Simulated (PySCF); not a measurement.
# C7H8BF: the cost of one run

Programs: PySCF 2.14.0, with density-fitted response routines of our own. Each step states its level of theory. These are calculated values for one molecule in the gas phase, unless marked as measured. Atoms count from 0, in the outputs and in this text.

## (1) The molecule as given

17 atoms, charge 0, multiplicity 1; geometry from: GFN2-xTB.

Bonds of the start (Å): F0–C1 1.38, C1–C2 1.51, C2–C3 1.37, C3–C4 1.41, C4–C5 1.37, C5–C6 1.41, C6–C7 1.36, C7–B8 1.52, B8–C2 1.53, C1–H9 1.10, C1–H10 1.10, C3–H11 1.09, C4–H12 1.08, C5–H13 1.08, C6–H14 1.09, C7–H15 1.09, B8–H16 1.18.

## (2) TDDFT and polarisability: CAM-B3LYP/def2-SVPD

The job: settings as JSON, then the geometry in Å.

```
{"job": {"kind": "uv", "xc": "CAM-B3LYP", "basis": "def2-SVPD", "nstates": 8, "ntriplets": 3}, "charge": 0, "multiplicity": 1}
F      3.236851    -0.803536     0.110720
C      2.484309     0.348013     0.187986
C      0.999082     0.126711     0.077238
C      0.567736    -1.161274    -0.075626
C     -0.747810    -1.650930    -0.205821
C     -1.947384    -0.995977    -0.220903
C     -2.233291     0.381177    -0.108450
C     -1.362060     1.419189     0.051328
B      0.153897     1.401881     0.151898
H      2.833703     0.999021    -0.621506
H      2.731523     0.813469     1.149290
H      1.325812    -1.938436    -0.104013
H     -0.808089    -2.728836    -0.311619
H     -2.820602    -1.628632    -0.338370
H     -3.294007     0.613920    -0.158050
H     -1.844280     2.391076     0.112598
H      0.717611     2.425196     0.293389
```

Level: TDDFT CAM-B3LYP/def2-SVPD, vertical, gas phase, core orbitals frozen in the response.

Launch:

```sh
OMP_NUM_THREADS=1 python probes_run.py task.json out
```

The driver reads the jobs from task.json and runs them one after another.

Q: Estimate the wall time and peak memory of this job on 1 thread of Arm Neoverse V2, shared host.

About 62 s, with a peak of 1.1 GiB.
